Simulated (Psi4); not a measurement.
# triplet GaH3 at 4 levels

Aim: a comparison of 4 runs (U-r2SCAN/def2-TZVPPD, UB3LYP/def2-TZVPPD, UCAM-B3LYP/def2-TZVPPD, UPBE0/def2-TZVPPD) of triplet GaH3. 

Program for the calculation: Psi4 1.11.

3 further runs of the same task are left out: 2 that didn't finish, 1 set aside as unsound or not needed.

### Step 1. The system as given

GaH3 has 4 atoms, charge 0, and is taken as a triplet. SMILES of the parent species: `[GaH3]`. Geometry: relaxed at PBE0-D4/def2-TZVP. That shape belongs to the parent species and isn't relaxed for this state.

Bond lengths: Ga1–H2 1.568 Å, Ga1–H3 1.568 Å, Ga1–H4 1.568 Å. Angles: H2–Ga1–H3 120.0°, H2–Ga1–H4 120.0°, H3–Ga1–H4 120.0°.

### Step 2. A single-point energy at U-r2SCAN/def2-TZVPPD (run 1)

The input, job.json:

```json
{
  "schema_name": "qcschema_input",
  "schema_version": 1,
  "molecule": {
    "schema_name": "qcschema_molecule",
    "schema_version": 2,
    "symbols": ["Ga", "H", "H", "H"],
    "geometry": [0.02532233, -0.02815692, -0.00869274, 2.366693, 0.64968784, 1.67750988, -1.04331779, -2.79263727, -0.01833034, -1.24419568, 2.05734483, -1.68884824],
    "molecular_charge": 0,
    "molecular_multiplicity": 3,
    "fix_symmetry": "c1",
    "fix_com": true,
    "fix_orientation": true
  },
  "driver": "energy",
  "model": {
    "method": "r2scan",
    "basis": "def2-TZVPPD"
  },
  "keywords": {
    "reference": "uks",
    "puream": true,
    "e_convergence": 1e-09,
    "d_convergence": 1e-08,
    "scf_type": "pk",
    "dft_radial_points": 99,
    "dft_spherical_points": 590,
    "maxiter": 100
  }
}
```

On the command line:

```
psi4 --qcschema job.json -n 1 --memory 2200MB
```

stdout:

```text
[...]
  Running in c1 symmetry.
[...]
  Nuclear repulsion =   31.962558418829840
[...]
  Multiplicity = 3
[...]
  Nalpha       = 18
  Nbeta        = 16
[...]
    Number of basis functions: 105
[...]
   @UKS iter   1: -1924.08970266112601   -6.41387e-01   3.31596e-02 ADIIS/DIIS
[...]
   @UKS iter  21: -1926.43762310128227   -6.45741e-11   8.35929e-09 DIIS
[...]
   @S^2 Observed:                2.007150590E+00
[...]
  @UKS Final Energy: -1926.43762310128227
   => Energetics <=
    Nuclear Repulsion Energy =             31.9625584188298397
    One-Electron Energy =               -2748.5382233951422677
    Two-Electron Energy =                 866.1810670604129427
    DFT Exchange-Correlation Energy =     -76.0430251853827599
    Empirical Dispersion Energy =           0.0000000000000000
    VV10 Nonlocal Energy =                  0.0000000000000000
    Total Energy =                      -1926.4376231012822700
[...]
 Multipole Moments:
 ------------------------------------------------------------------------------------
     Multipole            Electronic (a.u.)      Nuclear  (a.u.)        Total (a.u.)
 ------------------------------------------------------------------------------------
 L = 1.  Multiply by 2.5417464519 to convert [e a0] to [Debye]
 Dipole X            :         -0.5210132            0.8641718            0.3431586
 Dipole Y            :          1.0569547           -0.9584691            0.0984856
 Dipole Z            :          0.5453145           -0.2991436            0.2461709
 Magnitude           :                                                    0.4336557
[...]
```

The result, in JSON:

```text
{
 "driver": "energy",
 "model": {
  "method": "r2scan",
  "basis": "def2-TZVPPD"
 },
 "success": true,
 "return_result": -1926.4376231012823,
 "properties": {
  "calcinfo_nbasis": 105,
  "calcinfo_nmo": 105,
  "calcinfo_nalpha": 18,
  "calcinfo_nbeta": 16,
  "calcinfo_natom": 4,
  "nuclear_repulsion_energy": 31.96255841882984,
  "return_energy": -1926.4376231012823,
  "scf_one_electron_energy": -2748.5382233951423,
  "scf_two_electron_energy": 866.1810670604129,
  "scf_xc_energy": -76.04302518538276,
  "scf_dipole_moment": [0.34315856950695034, 0.0984855611024047, 0.24617086381573705],
  "scf_total_energy": -1926.4376231012823,
  "scf_iterations": 21
 }
}
```

Run time: 2.5 min. Hardware: 1 thread of Intel Xeon Platinum 8175M at 2.50GHz (Skylake/Cascade Lake), shared host; peak memory 0.99 GiB.

### Step 3. Energy and gradient at UB3LYP/def2-TZVPPD (run 2)

The input, calc.dat:

```
memory 2200 mb

molecule molecule1 {
  0 3
  Ga     0.013400    -0.014900    -0.004600
  H      1.252400     0.343800     0.887700
  H     -0.552100    -1.477800    -0.009700
  H     -0.658400     1.088700    -0.893700
  symmetry c1
  no_reorient
  no_com
}

set {
  basis def2-TZVPPD
  reference uks
  puream true
  e_convergence 1e-09
  d_convergence 1e-08
  scf_type pk
  dft_radial_points 99
  dft_spherical_points 590
  maxiter 100
}

energy_value, wavefunction = gradient('b3lyp', return_wfn=True)
oeprop(wavefunction, 'LOWDIN_CHARGES', 'QUADRUPOLE', 'DIPOLE')
```

On the command line:

```
psi4 calc.dat calc.out -n 1
```

calc.out:

```text
[...]
  Running in c1 symmetry.
[...]
  Nuclear repulsion =   31.962558411197463
[...]
  Multiplicity = 3
[...]
  Nalpha       = 18
  Nbeta        = 16
[...]
    Number of basis functions: 105
[...]
   @UKS iter   1: -1924.21653213980608   -8.77947e-01   3.27736e-02 ADIIS/DIIS
[...]
   @UKS iter  20: -1926.50053321824907   -2.45564e-11   4.36187e-09 DIIS
[...]
   @S^2 Observed:                2.004892921E+00
[...]
  @UKS Final Energy: -1926.50053321824907
   => Energetics <=
    Nuclear Repulsion Energy =             31.9625584111974632
    One-Electron Energy =               -2748.3269684637994033
    Two-Electron Energy =                 851.0912417292353211
    DFT Exchange-Correlation Energy =     -61.2273648948824984
    Empirical Dispersion Energy =           0.0000000000000000
    VV10 Nonlocal Energy =                  0.0000000000000000
    Total Energy =                      -1926.5005332182495295
[...]
  -Total Gradient:
     Atom            X                  Y                   Z
    ------   -----------------  -----------------  -----------------
       1        0.037788026090     0.010882508533     0.027066438811
       2       -0.017496889817    -0.005036717342    -0.012535785005
       3       -0.010603233392     0.008064163573    -0.011051796880
       4       -0.009687771626    -0.013909836129    -0.003478796579
[...]
```

It took 74 s on 1 thread of Intel Xeon Platinum 8175M at 2.50GHz (Skylake/Cascade Lake), shared host; peak memory 1.1 GiB.

Run 3 isn't shown in full; the table further down has it.

### Step 4. Energy and gradient at UPBE0/def2-TZVPPD (run 4)

The input, input.dat:

```
memory 2200 MB

molecule geom {
  0 3
  Ga
  H 1 1.568434
  H 1 1.568404 2 119.9994
  H 1 1.568358 3 120.00294 2 179.88964
  symmetry c1
  no_reorient
  no_com
}

set {
  basis                def2-TZVPPD
  reference            uks
  puream               true
  e_convergence        1e-09
  d_convergence        1e-08
  scf_type             pk
  dft_radial_points    99
  dft_spherical_points 590
  maxiter              100
}

E = gradient("pbe0")
```

On the command line:

```
psi4 -i input.dat -o output.dat -n 1
```

output.dat:

```text
[...]
  Running in c1 symmetry.
[...]
  Nuclear repulsion =   31.962563877615406
[...]
  Multiplicity = 3
[...]
  Nalpha       = 18
  Nbeta        = 16
[...]
    Number of basis functions: 105
[...]
   @UKS iter   1: -1923.95828136370051   -9.84569e-01   3.24282e-02 ADIIS/DIIS
[...]
   @UKS iter  20: -1926.18594582690912   -1.63709e-11   6.15168e-09 DIIS
[...]
   @S^2 Observed:                2.005328252E+00
[...]
  @UKS Final Energy: -1926.18594582690912
   => Energetics <=
    Nuclear Repulsion Energy =             31.9625638776154055
    One-Electron Energy =               -2748.6323906939110202
    Two-Electron Energy =                 847.6880991743100822
    DFT Exchange-Correlation Energy =     -57.2042181849238176
    Empirical Dispersion Energy =           0.0000000000000000
    VV10 Nonlocal Energy =                  0.0000000000000000
    Total Energy =                      -1926.1859458269091192
[...]
  -Total Gradient:
     Atom            X                  Y                   Z
    ------   -----------------  -----------------  -----------------
       1       -0.000115822476    -0.000004260678     0.052075573537
       2        0.000054010830    -0.000002408611    -0.024349820559
       3        0.000020463523    -0.010833515540    -0.013865975129
       4        0.000041339154     0.010840160532    -0.013860074384
[...]
```

It took 74 s on 1 thread of Intel Xeon Platinum 8175M at 2.50GHz (Skylake/Cascade Lake), shared host; peak memory 1.1 GiB.

### Step 5. Overview of the runs

```csv
run,level,task,energy (Eh),dipole moment (D),HOMO energy (eV),⟨S²⟩,wall time
1,U-r2SCAN/def2-TZVPPD,energy,-1926.437623,1.10,-3.70,2.007,2.5 min
2,UB3LYP/def2-TZVPPD,gradient,-1926.500533,1.14,-3.95,2.005,74 s
3,UCAM-B3LYP/def2-TZVPPD,energy,-1926.555203,1.29,-5.20,2.007,75 s
4,UPBE0/def2-TZVPPD,gradient,-1926.185946,1.21,-4.23,2.005,74 s
```

### Step 6. Outcome

| quantity | value |
| --- | --- |
| run 4: total energy | -1926.18595 Eh |
| run 4: dipole moment | 1.21 D |
| run 4: HOMO energy (highest over α and β) | -4.23 eV |
| run 4: ⟨S²⟩ | 2.005 |
| run 4: largest force on an atom | 2.678 eV/Å |

What this shows: The dipole moment (its size) runs from 1.10 D (U-r2SCAN/def2-TZVPPD) to 1.29 D (UCAM-B3LYP/def2-TZVPPD). Totals of different functionals can't be ranked against each other. All runs together took 6.2 min, the longest 2.5 min.
